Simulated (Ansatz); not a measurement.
## Be5Au, space group F-43m: a frozen displacement of one atom, step by step

Computed with the Python package of Ansatz (0.2.0).

Notebook, run cell by cell (the value of a cell's last expression is shown):

```python
import warnings

import ansatz as az
import numpy as np
from pymatgen.core import Lattice, Structure
from pymatgen.io.ase import AseAtomsAdaptor

warnings.simplefilter("ignore", az.DeckWarning)

pmg_structure = Structure(
    Lattice([[0.0, 3.0485, 3.0485], [3.0485, 0.0, 3.0485], [3.0485, 3.0485, 0.0]]),
    ["Be", "Be", "Be", "Be", "Be", "Au"],
    [
        [0.625, 0.625, 0.625],
        [0.125, 0.625, 0.625],
        [0.625, 0.625, 0.125],
        [0.625, 0.125, 0.625],
        [0.25, 0.25, 0.25],
        [0.0, 0.0, 0.0],
    ],
)
cell = az.Crystal.from_ase(AseAtomsAdaptor.get_atoms(pmg_structure))
```

```python
cell.resolved().tree()["lattice"]
```

    ((0.0, 3.0485, 3.0485), (3.0485, 0.0, 3.0485), (3.0485, 3.0485, 0.0))

```python
inverse = np.linalg.inv(np.array(cell.lattice.vectors))
home = np.array(cell.sites[1].position)
values = np.linspace(-0.02, 0.02, 5)
energies, pulls = [], []
for shift in values:
    moved = cell.move(1, to=home + shift * inverse[2])
    calc = moved.calculation()
    calc = calc.mixing("broyden", ndim=12, beta=0.6).kpoints(mesh=(8, 8, 8), center="gamma")
    calc = calc.functional("LDA").occupations("cold", width=0.3)
    calc = calc.scf(tolerance=1e-07)
    calc = calc.basis(28 * az.Ry).forces()
    summary = calc.run(threads=1, backend="cpu").report
    energies.append(summary["free_energy_ev"])
    pulls.append(summary["forces_ev_ang"][1][2])
```

```python
print("shift (A)   dE (eV)   force along z (eV/A)")
for shift, e, f in zip(values, energies, pulls):
    print(f"{shift:8.3f} {e - energies[2]:10.5f} {f:12.4f}")
print(f"stiffness from energies {2 * np.polyfit(values, energies, 2)[0]:.3f}, from forces {-np.polyfit(values, pulls, 1)[0]:.3f} eV/A^2")
```

    shift (A)   dE (eV)   force along z (eV/A)
      -0.020    0.00195       0.1798
      -0.010    0.00056       0.0974
       0.000    0.00000       0.0155
       0.010    0.00025      -0.0659
       0.020    0.00132      -0.1468
    stiffness from energies 8.166, from forces 8.167 eV/A^2

The curvature of the energy gives 8.166 eV/Å² and the slope of the force 8.167 eV/Å², a positive curvature.

Reading the output:
- The settings weren't tested for convergence.
- The cutoff lies under the one recommended for these potentials.
- The mesh is modest for a metal, so energies can be off by several to tens of meV an atom and pressures by half a GPa or more; differences at equal mesh fare better.
- In a metal a curvature from energy changes of a few meV or less hangs on mesh and smearing, in size and even in sign.
- Spin-orbit coupling, which matters for elements this heavy, is left out.
- The structure is a deposited one; some such entries were measured under pressure or heat, so a shift against it needn't be the functional's error alone.
- All periodic images of the atom move with it, so the curvature is one diagonal element of the zone-centre force constants and no normal mode; a positive value doesn't exclude soft modes in which several atoms move.
- The script silences the warnings on its input, which a real study should read.
- Wall time of the script: 35 s on 1 thread of Arm Neoverse V2 (shared host), peak memory 0.55 GiB.
